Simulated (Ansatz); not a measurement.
# CoO: the cost of one run

Method: DFT PBE without U, plane waves, PAW, in Ansatz 0.2.0.

## Step 1: Starting point

Symmetry: Fm-3m, No. 225, cubic system. The conventional cell has a = 4.263 Å, b = 4.263 Å, c = 4.263 Å, α = 90.00°, β = 90.00°, γ = 90.00°. Co (site symmetry m-3m) has 6 O at 2.13 Å as nearest neighbours. O (site symmetry m-3m) has 6 Co at 2.13 Å as nearest neighbours.

Coordinates:

```cif
data_structure
_symmetry_space_group_name_H-M 'Fm-3m'
_symmetry_Int_Tables_number 225
_cell_length_a 4.2630
_cell_length_b 4.2630
_cell_length_c 4.2630
_cell_angle_alpha 90.000
_cell_angle_beta 90.000
_cell_angle_gamma 90.000
_cell_volume 77.47
loop_
_atom_site_label
_atom_site_type_symbol
_atom_site_symmetry_multiplicity
_atom_site_Wyckoff_symbol
_atom_site_fract_x
_atom_site_fract_y
_atom_site_fract_z
_atom_site_occupancy
Co1 Co 4 a 0.00000 0.00000 0.00000 1
O1 O 4 b 0.50000 0.00000 0.00000 1
```

Magnetic order typed: ferromagnetic.

## Step 2: From atoms, symmetry kept, no search

The input, input.yaml:

```yaml
crystal:
  lattice:
    - [0.0, 2.13150166, 2.13150166]
    - [2.13150166, 0.0, 2.13150166]
    - [2.13150166, 2.13150166, 0.0]
  atoms:
    - { symbol: Co, position: [0.0, 0.0, 0.0], spin: 3.0 }
    - { symbol: O, position: [0.5, 0.5, 0.5] }
basis:
  ecutwfc: 420
  ecutrho_ratio: 4
kpoints:
  mp_grid: { grid: [8, 8, 8] }
hamiltonian:
  xc: pbe
scf:
  occupations: { method: gaussian, width: 0.05 }
  lower_state_search: "off"
  max_iter: 150
output:
  forces: true
  stress: true
  eigenvalues: true
  populations: true
  hubbard: { sites: [{ site: 0, l: d }] }
magnetization:
  spin_polarized: true
```

Command:

```console
ansatz run input.yaml --threads 2 --pin off --max-ram 3072MiB --backend cpu --events-out ev --progress --plain --runs-dir out
```

**Question.** How long does this run take on 2 threads of Intel Xeon Platinum 8488C (Sapphire Rapids), shared host, and how much memory does it need?

About 2.1 s, with a peak of 0.34 GiB.
